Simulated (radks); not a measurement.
# Valence configurations of Lu

Aim: which of several valence configurations of Lu lies lowest at this level, and whether it is the one NIST lists ([Xe] 4f14 5d1 6s2).

Program: radks (a radial shooting solver on a logarithmic mesh, Libxc functionals) version 1. Level of theory: non-relativistic Kohn-Sham, LDA (Slater exchange, Perdew-Wang correlation), spin-unpolarised, spherical densities, point nucleus. These are calculated values, not measurements, unless marked.

## Step 1: Starting point

- element: lutetium (Z = 71)
- charge: 0
- electrons: 71
- configuration: [Xe] 4f14 5d1 6s2
- others tried: 4f14 6s2 6p1; 4f13.5 5d1 6s2 6p0.5; 4f14 5d1 6s1 6p1; 4f14 5d1 6s1.5 6p0.5; 4f13 5d2 6s2; 4f12 5d1 6s2 6p2; 4f13 5d1 6s2 6p1; 4f14 5d2 6s1; 4f14 6s1 6p2

The outer shells:

Lu
```
[Xe] core
4f [↑↓][↑↓][↑↓][↑↓][↑↓][↑↓][↑↓]
5d [↑ ][  ][  ][  ][  ]
6s [↑↓]
```

## Step 2: [Xe] 4f14 5d1 6s2

The run's settings:

```text
Z 71
configuration [Xe] 4f14 5d1 6s2
relativity non-relativistic
functional lda,pw
spin unpolarised
nucleus point
```

## Step 3: [Xe] 4f14 6s2 6p1

The run's settings:

```text
Z 71
configuration [Xe] 4f14 6s2 6p1
relativity non-relativistic
functional lda,pw
spin unpolarised
nucleus point
```

## Step 4: [Xe] 4f13.5 5d1 6s2 6p0.5

The run's settings:

```text
Z 71
configuration [Xe] 4f13.5 5d1 6s2 6p0.5
relativity non-relativistic
functional lda,pw
spin unpolarised
nucleus point
```

## Step 5: [Xe] 4f14 5d1 6s1 6p1

The run's settings:

```text
Z 71
configuration [Xe] 4f14 5d1 6s1 6p1
relativity non-relativistic
functional lda,pw
spin unpolarised
nucleus point
```

## Step 6: [Xe] 4f14 5d1 6s1.5 6p0.5

The run's settings:

```text
Z 71
configuration [Xe] 4f14 5d1 6s1.5 6p0.5
relativity non-relativistic
functional lda,pw
spin unpolarised
nucleus point
```

## Step 7: [Xe] 4f13 5d2 6s2

The run's settings:

```text
Z 71
configuration [Xe] 4f13 5d2 6s2
relativity non-relativistic
functional lda,pw
spin unpolarised
nucleus point
```

## Step 8: [Xe] 4f12 5d1 6s2 6p2

The run's settings:

```text
Z 71
configuration [Xe] 4f12 5d1 6s2 6p2
relativity non-relativistic
functional lda,pw
spin unpolarised
nucleus point
```

## Step 9: [Xe] 4f13 5d1 6s2 6p1

The run's settings:

```text
Z 71
configuration [Xe] 4f13 5d1 6s2 6p1
relativity non-relativistic
functional lda,pw
spin unpolarised
nucleus point
```

## Step 10: [Xe] 4f14 5d2 6s1

The run's settings:

```text
Z 71
configuration [Xe] 4f14 5d2 6s1
relativity non-relativistic
functional lda,pw
spin unpolarised
nucleus point
```

## Step 11: [Xe] 4f14 6s1 6p2

The run's settings:

```text
Z 71
configuration [Xe] 4f14 6s1 6p2
relativity non-relativistic
functional lda,pw
spin unpolarised
nucleus point
```

Q: Predict the outcome of this session. Wanted: for each run, valence; E − E(NIST configuration); highest level; its energy; 1s shift.

As calculated:

```csv
valence,E − E(NIST configuration) (eV),highest level,its energy (eV),1s shift (eV)
4f14 5d1 6s2,0.000,5d,-2.821,+0.00
4f14 5d1 6s1.5 6p0.5,1.368,6p,-1.808,-0.62
4f14 5d2 6s1,1.677,5d,-1.838,+1.70
4f14 6s2 6p1,2.054,6p,-2.388,-3.65
4f14 5d1 6s1 6p1,2.772,6p,-2.063,-1.22
4f14 6s1 6p2,5.288,6p,-2.829,-4.82
4f13.5 5d1 6s2 6p0.5,8.272,6p,-2.013,-5.98
4f13 5d2 6s2,15.991,5d,-4.003,-8.47
4f13 5d1 6s2 6p1,19.287,6p,-2.488,-12.36
4f12 5d1 6s2 6p2,50.193,6p,-3.398,-26.06
```

Theory agrees with NIST among these: the next, 4f14 5d1 6s1.5 6p0.5, lies 1.368 eV higher. The energies are those of spherical spin-averaged densities, not of single terms. Relativity is left out, which favours d and f over s occupation in heavy atoms. The 1s eigenvalue shifts by up to 26.06 eV as the valence charge is rearranged.
